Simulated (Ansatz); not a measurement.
# BrClGaH: a trajectory, and a look at its input

Aim: a trajectory from the structure below. Read the input with care, then see what the program makes of it. The step meant is a 1,1-elimination at charge 0 and multiplicity 1, which changes Br2–H3, Ga1–Br2, Ga1–H3.

The runs use Ansatz 0.2.0, Gaussian basis; PBE0-D4/def2-SVP.

**1. The structure**

| atom | x (Å) | y (Å) | z (Å) |
| --- | --- | --- | --- |
| Ga1 | 1.74338 | 0.52183 | -0.18195 |
| Br2 | -1.14374 | -0.57917 | -1.44340 |
| H3 | -1.01330 | -0.32414 | -0.03159 |
| Cl4 | 0.41366 | 0.38138 | 1.65694 |

**2. The run**

run/in.yaml reads:

```yaml
crystal:
  periodic: [false, false, false]
  atoms:
    - {symbol: Ga, position_ang: [1.743384, 0.521830, -0.181954]}
    - {symbol: Br, position_ang: [-1.143739, -0.579171, -1.443396]}
    - {symbol: H, position_ang: [-1.013303, -0.324139, -0.031591]}
    - {symbol: Cl, position_ang: [0.413657, 0.381380, 1.656942]}
basis:
  gaussian: {orbitals: def2-SVP}
hamiltonian: {xc: pbe0, dispersion: d4}
md: {n_steps: 25, timestep: 0.5, temperature: 20000, ensemble: nvt_nose_hoover, seed: 640, initial_velocities: maxwell_boltzmann}
```

On the command line:

```
> ansatz run in.yaml --threads 2 --pin off --events-out ev --progress --plain --max-ram 4352MiB
```

Q: Predict the outcome of this session. Wanted: outcome.

**Answer**, as computed:

| quantity | value |
| --- | --- |
| outcome | converged |
| fault | far too hot |
| steps taken | 25 |

The run ended normally, yet its numbers don't answer the question that was meant. Over 25 steps the temperature reaches 20000 K and potential plus kinetic energy changes by up to 0.01 eV. The set temperature is far above any at which the molecule holds together; the run shows the first femtoseconds of that heating. The cure: set a temperature at which the molecule holds together.
